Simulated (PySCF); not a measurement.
# ErH3(NH3): other functionals and bases at one geometry

The task here is to estimate one member of a computed series from the others.

Program: PySCF 2.14.0. Level of theory: several levels, as the steps say, no spin–orbit coupling. These are calculated values, not measurements.

1 further run of the same task is left out (for a known fault of the program).

## Starting geometry

8 atoms, charge 0, spin multiplicity 1.

Bond lengths: Er1–H2 2.013 Å, Er1–H3 2.013 Å, Er1–H4 2.013 Å, Er1–N5 2.453 Å, N5–H6 1.023 Å, N5–H7 1.023 Å, N5–H8 1.023 Å. Angles: H2–Er1–H3 118.8°, H2–Er1–H4 118.8°, H2–Er1–N5 96.3°, H3–Er1–H4 118.8°, H3–Er1–N5 96.3°, H4–Er1–N5 96.3°, Er1–N5–H6 112.2°, Er1–N5–H7 112.2°, Er1–N5–H8 112.2°, H6–N5–H7 106.6°, H6–N5–H8 106.6°, H7–N5–H8 106.6°.

Coordinates:

```xyz
8
ErH6N
Er    0.2254   -0.2254    0.2254
H     1.1698    1.2802    1.1698
H    -1.2802   -1.1698    1.1698
H     1.1698   -1.1698   -1.2802
N    -1.1907    1.1907   -1.1907
H    -1.8006    1.8006   -0.6412
H    -0.6412    1.8006   -1.8006
H    -1.8006    0.6412   -1.8006
```

Formal oxidation states: Er +3. Each metal's 11 4f electrons lie in its core potential, so multiplicities, spins and levels count the valence alone. An earlier session relaxed this geometry at PBE0, Er lcecp-1-SVP with ECP57, H def2-SVP, N def2-SVP (singlet, point group C3v).

At PBE0 on the finer grid: E = -96.437515 Eh, HOMO -6.30 eV, LUMO -0.28 eV, Mulliken charge on Er1 +0.54 e, largest force component 0.004 eV/Å. 

Levels to run: TPSS; HF; PBE0, TZVP. Hardware: 2 threads of Intel Xeon at 2.50GHz (Skylake/Cascade Lake), shared host.

Set-up of the first run:

Contents of run.py (the lines that set the calculation):

```python
mol = gto.M(atom='''
Er     0.22541    -0.22541     0.22541
H      1.16984     1.28019     1.16984
H     -1.28019    -1.16984     1.16984
H      1.16984    -1.16984    -1.28019
N     -1.19069     1.19069    -1.19069
H     -1.80064     1.80064    -0.64124
H     -0.64124     1.80064    -1.80064
H     -1.80064     0.64124    -1.80064''',
    basis={'Er': 'lcecp-1-SVP', 'H': 'def2-SVP', 'N': 'def2-SVP'},
    ecp={'Er': 'lcecp-1-SVP'},
    charge=0, spin=0)
mf = dft.RKS(mol, xc='TPSS')
mf.grids.atom_grid = (75, 302)  # f atoms: unpruned, at least (60, 302)
mf = mf.density_fit()  # fitting sets: Er AutoAux, H def2-universal-JKFIT, N def2-universal-JKFIT
mf.conv_tol = 1e-08; mf.max_cycle = 55
mf.kernel(dm0)  # dm0: the density of the relaxed state
```

Command:

```sh
$ OMP_NUM_THREADS=2 python run.py
```

Steps of the session up to this table: TPSS; HF; PBE0, TZVP.

One of the session's tables, all rows but one given; the rest of the session is left out.

```
              level  HOMO (eV)  gap (eV)  charge on Er1 (e)  dipole (D)  largest force component (eV/Å)
PBE0 (relaxed here)      -6.30      6.01               0.54        5.47                            0.00
               TPSS      -5.29      4.31               0.61        5.46                            0.18
                 HF          ?         ?                  ?           ?                               ?
         PBE0, TZVP      -6.33      5.75               0.73        5.35                            0.21
```

Estimate the missing values for HF.

**Answer.** HOMO (eV): -9.31; gap (eV): 11.27; charge on Er1 (e): 0.97; dipole (D): 5.55; largest force component (eV/Å): 0.58. In the column «HOMO (eV)» it is the lowest.

In one basis the HOMO–LUMO gap runs from 4.31 eV (TPSS) to 11.27 eV (HF). The largest leftover force, 0.58 eV/Å with HF, stands at a geometry relaxed at another level. With 4f in the core, its levels are missing from HOMO and gap, and its count is fixed, so no charge can pass from the ligands into it. Total energies of different levels can't be compared.
